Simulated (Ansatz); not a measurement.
# GeW3: the cost of one run

Computed with Ansatz 0.2.0 (DFT PBE, scalar-relativistic, plane waves, PAW, unless a step's input says otherwise).

1 further run of the same task is left out (it didn't finish). Runs told in other sessions of the task aren't counted.

## 1. Starting point

Symmetry: Fm-3m, No. 225, cubic system. Conventional cell: a = 6.320 Å, b = 6.320 Å, c = 6.320 Å, α = 90.00°, β = 90.00°, γ = 90.00°. Ge (site symmetry m-3m) has 8 W at 2.74 Å in its first shell of neighbours. Around W (site symmetry -43m) lie 4 Ge at 2.74 Å and 4 W at 2.74 Å. Around W (site symmetry m-3m) lie 8 W at 2.74 Å.

As a file:

```
CELL_PARAMETERS angstrom
0.00000 3.16009 3.16009
3.16009 0.00000 3.16009
3.16009 3.16009 0.00000
ATOMIC_POSITIONS crystal
Ge 0.50000 0.50000 0.50000
W 0.25000 0.25000 0.25000
W 0.00000 0.00000 0.00000
W 0.75000 0.75000 0.75000
```

It is the end of an earlier relaxation with the same method, from a database cell with other species swapped in; it is a trial structure. At a tolerance of 0.05 Å it has space group Fm-3m (No. 225); it has 15.78 Å³/atom, an uncorrected energy of +0.38 eV/atom over the elements.

## 2. Electronic structure at the relaxed geometry

input.yaml reads:

```yaml
crystal:
  lattice:
    - [0.0, 3.1600943988, 3.1600943988]
    - [3.1600943988, 0.0, 3.1600943988]
    - [3.1600943988, 3.1600943988, 0.0]
  atoms:
    - { symbol: Ge, position: [0.5, 0.5, 0.5] }
    - { symbol: W, position: [0.25, 0.25, 0.25] }
    - { symbol: W, position: [0.0, 0.0, 0.0] }
    - { symbol: W, position: [0.75, 0.75, 0.75] }
basis:
  ecutwfc: 420
kpoints:
  mp_grid: { grid: [12, 12, 12] }
  band_path:
    path:
      - [[0.0, 0.0, 0.0], [0.5, 0.0, 0.5], [0.625, 0.25, 0.625]]
      - [[0.375, 0.375, 0.75], [0.0, 0.0, 0.0], [0.5, 0.5, 0.5], [0.5, 0.25, 0.75], [0.5, 0.0, 0.5]]
    npoints: 14
hamiltonian:
  xc: pbe
scf:
  occupations: { method: gaussian, width: 0.1 }
  n_extra_bands: 10
output:
  forces: true
  stress: true
  eigenvalues: true
  populations: true
  dos: { projected: true, de: 0.02, nscf_kmesh: { grid: [15, 15, 15] } }
  bader: true
  write_density: true
  write_potential: true
  elf: true
  volumetric_format: npy
```

On the command line:

```sh
> ansatz run input.yaml --threads 1 --pin off --max-ram 2560MiB --backend cpu --events-out ev --progress --plain --runs-dir out
```

Q: Estimate wall time and peak memory on 1 thread of Intel Xeon at 2.50GHz (Skylake/Cascade Lake), shared host.

About 2.6 min, with a peak of 0.48 GiB.
